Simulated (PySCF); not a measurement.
# The bond of AsN, level by level

One job finds the state of AsN, follows it along the bond with each method and fits the curves.

Program: PySCF 2.14.0. Level of theory: As def2-TZVPPD, N def2-TZVPPD, no relativity. These are calculated values, not measurements.

## (1) Input

The job is set up so:

```
atoms                         : As, N
charge                        : 0
basis                         : As def2-TZVPPD, N def2-TZVPPD
Hamiltonian                   : no relativity
basis functions               : 91
electrons treated             : 40
masses in u                   : 74.9216, 14.0031
levels                        : PBE0, PBE, r²SCAN, BP86, PW91, BLYP, MN15, M06-L, ωB97X-V, HF, MP2, SCS-MP2, CCSD, CCSD(T)
grid                          : 80 radial by 434 angular points
occupations                   : held fixed by the projection of orbital angular momentum
dissociation limit            : As + N, each in its ground configuration
starting distance in angstrom : 1.830
values of 2S to try           : 0, 2, 4
```

The run is started by

```console
> OMP_NUM_THREADS=2 python dia.py task.json out
```

After this run come: First curve: PBE0; Other states along the same grid; PBE; r²SCAN; BP86; PW91 (GGA); BLYP; MN15 (hybrid meta-GGA); M06-L (meta-GGA); ωB97X-V (range-separated hybrid); RHF; MP2 and coupled cluster.

Before running it: what results should come out? Wanted: for each run, Re; ωe; De; μ.

As calculated:

Lowest PBE0 solution found, without spin–orbit coupling: ¹Σ⁺ (singlet), closed shell. State 3 has its PBE0 minimum 3.57 eV higher. The other levels ran on the lowest alone.

```
      level  Re (Å)  ωe (cm⁻¹)  De (eV)  μ (D)
        RHF   1.571       1307    0.100  -3.52
    RHF-MP2   1.664        900     5.37    n/a
RHF-SCS-MP2   1.655        941     5.32    n/a
   RHF-CCSD   1.614       1128     4.13    n/a
RHF-CCSD(T)   1.630       1064     4.67    n/a
        PBE   1.627       1087     5.54  -2.89
       PW91   1.625       1089     5.55  -2.90
       BLYP   1.633       1066     5.61  -2.95
       BP86   1.628       1083     5.63  -2.88
     r²SCAN   1.611       1135     4.73  -2.92
      M06-L   1.615       1130     5.12  -3.05
       PBE0   1.603       1168     4.62  -3.08
       MN15   1.594       1197     4.71  -3.10
    ωB97X-V   1.593       1212     4.92  -3.22
```

De is counted to As + N in their ground configurations. A positive dipole means As(−)N(+).

Differences from CCSD(T) in the same basis:

```
      level  Re (mÅ)  ωe (%)
        RHF      -59   +22.8
    RHF-MP2      +34   -15.5
RHF-SCS-MP2      +25   -11.6
   RHF-CCSD      -17    +6.0
        PBE       -4    +2.1
       PW91       -5    +2.3
       BLYP       +3    +0.1
       BP86       -3    +1.7
     r²SCAN      -19    +6.6
      M06-L      -15    +6.1
       PBE0      -28    +9.7
       MN15      -37   +12.5
    ωB97X-V      -37   +13.9
```

What this shows: Judged by CCSD(T) in the same basis: best bond length BLYP and BP86 (3 mÅ off), worst RHF (-59 mÅ); best wavenumber BLYP (+0.1 %), worst RHF (+22.8 %). Hartree–Fock makes the bond too short and too stiff against this reference, as it mostly does. Among the levels with a De in the table, it runs from 0.100 eV (RHF) to 5.63 eV (BP86).

Correlated steps freeze 10 core orbitals.
